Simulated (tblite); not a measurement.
# C6H9B: the cost of one run

Computed with tblite 0.8.0 and PySCF 2.14.0, with density-fitted response routines of our own, on a single molecule in the gas phase. Atoms count from 0, in the outputs and in this text.

**1. The starting structure**

16 atoms, charge 0, multiplicity 1; geometry from: force field or distance geometry start.

Bonds of the start (Å): C0–C1 1.34, C1–C2 1.42, C2–C3 1.22, C3–B4 1.55, B4–C5 1.61, B4–C6 1.60, C0–H7 1.08, C0–H8 1.09, C1–H9 1.08, C5–H10 1.12, C5–H11 1.09, C5–H12 1.10, C6–H13 1.11, C6–H14 1.11, C6–H15 1.10.

**2. Geometry optimisation with GFN2-xTB**

Job settings and geometry (Å):

```
{"job": {"kind": "relax", "xc": "GFN2-xTB", "basis": "xTB"}, "charge": 0, "multiplicity": 1}
C      3.681800    -0.268700     0.370900
C      2.656400    -0.683400    -0.386900
C      1.350400    -0.137800    -0.280600
C      0.220300     0.321600    -0.217700
B     -1.228200     0.870400    -0.106600
C     -2.205200     0.358800    -1.286000
C     -1.953800     0.960000     1.312300
H      4.642200    -0.738300     0.237000
H      3.582200     0.522000     1.107200
H      2.871600    -1.491400    -1.078000
H     -2.571800    -0.637100    -0.935300
H     -2.989000     1.104100    -1.398800
H     -1.649500     0.223500    -2.225700
H     -1.352600     1.527000     2.048500
H     -2.119400    -0.096700     1.607400
H     -2.942900     1.442200     1.221000
```

Command:

```bash
OMP_NUM_THREADS=1 python probes_run.py task.json out
```

This one command runs all jobs of the session in turn.

**Question.** How long does this first job take on 1 thread of Intel Xeon at 2.70GHz, shared host?

About 1.8 s.
